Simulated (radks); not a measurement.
# Ionising gold step by step, Au²⁰⁺ to Au³⁹⁺

How much does each further electron of gold cost? Each ion is computed in its NIST ground configuration. The LB94 potential has no energy functional, so minus the highest eigenvalue is the estimate.

Method: non-relativistic Kohn-Sham, LB94 model potential, spin-polarised, spherical densities, point nucleus; open shells are filled with parallel spins first. Code: radks (a radial shooting solver on a logarithmic mesh, Libxc functionals) version 1.

**1. The atom as given**

- element: gold (Z = 79)
- charges: 20 to 39
- first configuration: [Kr] 4d10 4f12 5s1
- last configuration: [Kr] 4d4

The outer shells:

Au²⁰⁺
```
[Kr] core
4d [↑↓][↑↓][↑↓][↑↓][↑↓]
4f [↑↓][↑↓][↑↓][↑↓][↑↓][↑ ][↑ ]
5s [↑ ]
```

Au³⁹⁺
```
[Kr] core
4d [↑ ][↑ ][↑ ][↑ ][  ]
```

LB94 adds a gradient term to the LDA potential that gives it a −1/r tail. It is a model potential with no energy functional, so Etot and Exc are not given.

**2. Au²⁰⁺, [Kr] 4d10 4f12 5s1**

Input:

```text
Z 79
configuration [Kr] 4d10 4f12 5s1
relativity non-relativistic
functional lda,pw
model_potential LB94
spin polarised
nucleus point
```

**3. Au²¹⁺, [Kr] 4d10 4f12**

Input:

```text
Z 79
configuration [Kr] 4d10 4f12 5s0 5p0
relativity non-relativistic
functional lda,pw
model_potential LB94
spin polarised
nucleus point
```

**4. Au²²⁺, [Kr] 4d10 4f11**

Input:

```text
Z 79
configuration [Kr] 4d10 4f11
relativity non-relativistic
functional lda,pw
model_potential LB94
spin polarised
nucleus point
```

**5. Au²³⁺, [Kr] 4d10 4f10**

Input:

```text
Z 79
configuration [Kr] 4d10 4f10 5s0 5p0
relativity non-relativistic
functional lda,pw
model_potential LB94
spin polarised
nucleus point
```

**6. Au²⁴⁺, [Kr] 4d10 4f9**

Input:

```text
Z 79
configuration [Kr] 4d10 4f9
relativity non-relativistic
functional lda,pw
model_potential LB94
spin polarised
nucleus point
```

**7. Au²⁵⁺, [Kr] 4d10 4f8**

Input:

```text
Z 79
configuration [Kr] 4d10 4f8
relativity non-relativistic
functional lda,pw
model_potential LB94
spin polarised
nucleus point
```

**8. Au²⁶⁺, [Kr] 4d10 4f7**

Input:

```text
Z 79
configuration [Kr] 4d10 4f7
relativity non-relativistic
functional lda,pw
model_potential LB94
spin polarised
nucleus point
```

**9. Au²⁷⁺, [Kr] 4d10 4f6**

Input:

```text
Z 79
configuration [Kr] 4d10 4f6
relativity non-relativistic
functional lda,pw
model_potential LB94
spin polarised
nucleus point
```

**10. Au²⁸⁺, [Kr] 4d10 4f5**

Input:

```text
Z 79
configuration [Kr] 4d10 4f5
relativity non-relativistic
functional lda,pw
model_potential LB94
spin polarised
nucleus point
```

**11. Au²⁹⁺, [Kr] 4d10 4f4**

Input:

```text
Z 79
configuration [Kr] 4d10 4f4
relativity non-relativistic
functional lda,pw
model_potential LB94
spin polarised
nucleus point
```

**12. Au³⁰⁺, [Kr] 4d10 4f3**

Input:

```text
Z 79
configuration [Kr] 4d10 4f3
relativity non-relativistic
functional lda,pw
model_potential LB94
spin polarised
nucleus point
```

**13. Au³¹⁺, [Kr] 4d10 4f2**

Input:

```text
Z 79
configuration [Kr] 4d10 4f2
relativity non-relativistic
functional lda,pw
model_potential LB94
spin polarised
nucleus point
```

**14. Au³²⁺, [Kr] 4d10 4f1**

Input:

```text
Z 79
configuration [Kr] 4d10 4f1 5s0 5p0
relativity non-relativistic
functional lda,pw
model_potential LB94
spin polarised
nucleus point
```

**15. Au³³⁺, [Kr] 4d10**

Input:

```text
Z 79
configuration [Kr] 4d10 5s0 5p0
relativity non-relativistic
functional lda,pw
model_potential LB94
spin polarised
nucleus point
```

**16. Au³⁴⁺, [Kr] 4d9**

Input:

```text
Z 79
configuration [Kr] 4d9
relativity non-relativistic
functional lda,pw
model_potential LB94
spin polarised
nucleus point
```

**17. Au³⁵⁺, [Kr] 4d8**

Changes since step 16:

```diff
@@ -1,3 +1,3 @@
 Z 79
-configuration [Kr] 4d9
+configuration [Kr] 4d8
 relativity non-relativistic
```

**18. Au³⁶⁺, [Kr] 4d7**

Input:

```text
Z 79
configuration [Kr] 4d7 5s0 5p0
relativity non-relativistic
functional lda,pw
model_potential LB94
spin polarised
nucleus point
```

**19. Au³⁷⁺, [Kr] 4d6**

Input:

```text
Z 79
configuration [Kr] 4d6 5s0 5p0
relativity non-relativistic
functional lda,pw
model_potential LB94
spin polarised
nucleus point
```

**20. Au³⁸⁺, [Kr] 4d5**

Input:

```text
Z 79
configuration [Kr] 4d5
relativity non-relativistic
functional lda,pw
model_potential LB94
spin polarised
nucleus point
```

**21. Au³⁹⁺, [Kr] 4d4**

Changes since step 20:

```diff
@@ -1,3 +1,3 @@
 Z 79
-configuration [Kr] 4d5
+configuration [Kr] 4d4
 relativity non-relativistic
```

Before running it: what results should come out? Wanted: for each run, species; configuration; −ε(HOMO); NIST; error.

**Answer**, as computed:

```
species       configuration  −ε(HOMO) (eV)      NIST (eV)  error (%)
  Au²⁰⁺  [Kr] 4d10 4f12 5s1         514.66   550 (theory)       -6.4
  Au²¹⁺      [Kr] 4d10 4f12         621.78   600 (theory)       +3.6
  Au²²⁺      [Kr] 4d10 4f11         668.04   650 (theory)       +2.8
  Au²³⁺      [Kr] 4d10 4f10         715.43   710 (theory)       +0.8
  Au²⁴⁺       [Kr] 4d10 4f9         763.94   760 (theory)       +0.5
  Au²⁵⁺       [Kr] 4d10 4f8         813.53   820 (theory)       -0.8
  Au²⁶⁺       [Kr] 4d10 4f7         873.24   870 (theory)       +0.4
  Au²⁷⁺       [Kr] 4d10 4f6         925.53   930 (theory)       -0.5
  Au²⁸⁺       [Kr] 4d10 4f5         978.87   990 (theory)       -1.1
  Au²⁹⁺       [Kr] 4d10 4f4         1033.3  1040 (theory)       -0.6
  Au³⁰⁺       [Kr] 4d10 4f3         1088.7  1100 (theory)       -1.0
  Au³¹⁺       [Kr] 4d10 4f2         1145.1  1150 (theory)       -0.4
  Au³²⁺       [Kr] 4d10 4f1         1202.5  1210 (theory)       -0.6
  Au³³⁺           [Kr] 4d10         1480.7  1475 (theory)       +0.4
  Au³⁴⁺            [Kr] 4d9         1535.9  1527 (theory)       +0.6
  Au³⁵⁺            [Kr] 4d8         1591.6  1584 (theory)       +0.5
  Au³⁶⁺            [Kr] 4d7         1647.8  1644 (theory)       +0.2
  Au³⁷⁺            [Kr] 4d6         1704.7  1702 (theory)       +0.2
  Au³⁸⁺            [Kr] 4d5         1770.7  1758 (theory)       +0.7
  Au³⁹⁺            [Kr] 4d4         1828.9  1845 (theory)       -0.9
```

**Reading.** Reference values: NIST Atomic Spectra Database (exp. measured, semi-emp. semi-empirical, theory a theoretical value adopted there). Per unit of the charge left behind, the cost jumps most at Au³³⁺ ([Kr] 4d10): from 1202.5 to 1480.7 eV. There the highest level belongs to another shell. Relativity is left out here, which matters for elements this heavy. Open shells are spherical and high-spin; term and fine-structure splittings are not resolved.
